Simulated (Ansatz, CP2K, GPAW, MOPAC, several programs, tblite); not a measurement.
# What each method gives for KAgCl2 (ordering on rocksalt)

KAgCl2 as one 4-atom ordering (R-3m) on the rocksalt lattice, relaxed with r2SCAN in Ansatz, was computed with several methods. The symmetry is R-3m (No. 166, trigonal); a = 4.196 Å, c = 20.015 Å in the conventional setting, 25.44 Å³ an atom. K has 6 Cl at 3.08 Å; Ag has 6 Cl at 2.82 Å; Cl has 3 Ag at 2.82 Å and 3 K at 3.08 Å. Values at 0 K without nuclear motion; spin polarisation is off, and the phase may be a hypothetical one.

```
K Ag Cl
1.0
     2.09824    1.21142    6.67169
    -2.09824    1.21142    6.67169
     0.00000   -2.42284    6.67169
K Ag Cl
1 1 2
Direct
  0.00000 0.00000 0.00000
  0.50000 0.50000 0.50000
  0.23835 0.23835 0.23835
  0.76165 0.76165 0.76165
```

Gaps and times are for a single point on this cell; volume and bulk modulus come from each method's own relaxation or energy curve at fixed shape, which is too stiff where a cell has free coordinates or axes. Times are rough, from shared hosts (Intel Xeon 6975P-C), and each method has its own mesh and cell size. A dagger marks a closed or tiny gap in a crystal that DFT finds insulating: a failure of the method or a wrong SCF state. A double dagger marks a value from a curve with shape and coordinates held. A star marks a curve whose lowest point is an end point. PM6 (MOPAC), PM7 (MOPAC), GFN1-xTB (tblite), GFN2-xTB (tblite) treat a cluster of cells at its zone centre, which samples few k points: where these miss a band edge, the gap comes out too large for that reason alone. Gaps from k meshes are read at a limited set of points (mesh, symmetry points, PBE's band edges), so each method's own least gap may be somewhat smaller. xTB and the PM methods were fitted mostly to molecules, and can miss a solid's gap by electronvolts. Minimal bases can be far off for gaps. GLLB-SC's gap includes the derivative discontinuity. d marks a direct gap, i an indirect one (no mark: not told apart), a dash a value that wasn't computed or didn't pass its checks.

```json
{"method": "light PBE (260 eV and a coarse mesh)", "kind": "light plane-wave", "gap (eV)": "2.64 i", "own volume (Å³/atom)": "–", "bulk modulus (GPa)": "–", "atoms computed": "4", "processor time": "1 s"}
{"method": "PBE", "kind": "semilocal", "gap (eV)": "2.58 i", "own volume (Å³/atom)": "26.42", "bulk modulus (GPa)": "27‡", "atoms computed": "4", "processor time": "4.6 s"}
{"method": "r2SCAN", "kind": "semilocal", "gap (eV)": "3.12 i", "own volume (Å³/atom)": "25.44", "bulk modulus (GPa)": "32‡", "atoms computed": "4", "processor time": "13 s"}
{"method": "GFN1-xTB (tblite)", "kind": "tight binding", "gap (eV)": "2.78", "own volume (Å³/atom)": "23.39‡", "bulk modulus (GPa)": "41‡", "atoms computed": "108", "processor time": "17 s"}
{"method": "PM7 (MOPAC)", "kind": "semi-empirical", "gap (eV)": "6.86", "own volume (Å³/atom)": "–", "bulk modulus (GPa)": "–", "atoms computed": "108", "processor time": "19 s"}
{"method": "PBE/SZV (CP2K)", "kind": "small basis", "gap (eV)": "1.97 i", "own volume (Å³/atom)": "28.43*‡", "bulk modulus (GPa)": "31*‡", "atoms computed": "4", "processor time": "37 s"}
{"method": "PBE/single zeta (GPAW)", "kind": "small basis", "gap (eV)": "1.92 i", "own volume (Å³/atom)": "–", "bulk modulus (GPa)": "–", "atoms computed": "4", "processor time": "46 s"}
{"method": "PBE/DZVP (CP2K)", "kind": "small basis", "gap (eV)": "2.57 i", "own volume (Å³/atom)": "26.72‡", "bulk modulus (GPa)": "27‡", "atoms computed": "4", "processor time": "73 s"}
{"method": "PM6 (MOPAC)", "kind": "semi-empirical", "gap (eV)": "2.20", "own volume (Å³/atom)": "–", "bulk modulus (GPa)": "–", "atoms computed": "108", "processor time": "74 s"}
{"method": "GFN2-xTB (tblite)", "kind": "tight binding", "gap (eV)": "0.11†", "own volume (Å³/atom)": "–", "bulk modulus (GPa)": "–", "atoms computed": "108", "processor time": "85 s"}
{"method": "GLLB-SC (GPAW)", "kind": "model potential", "gap (eV)": "5.18", "own volume (Å³/atom)": "–", "bulk modulus (GPa)": "–", "atoms computed": "4", "processor time": "3.1 min"}
```

Against r2SCAN (3.12 eV) and with closed or daggered gaps left aside, the nearest gap at the points sampled is that of GFN1-xTB (tblite) (-0.34 eV) and the farthest that of PM7 (MOPAC) (+3.74 eV). r2SCAN is only a yardstick of convenience: semilocal gaps usually lie below measured ones, which GLLB-SC and hybrids aim to mend.

Volumes against r2SCAN's: PBE +3.9 %.

Spin-orbit coupling is left out.
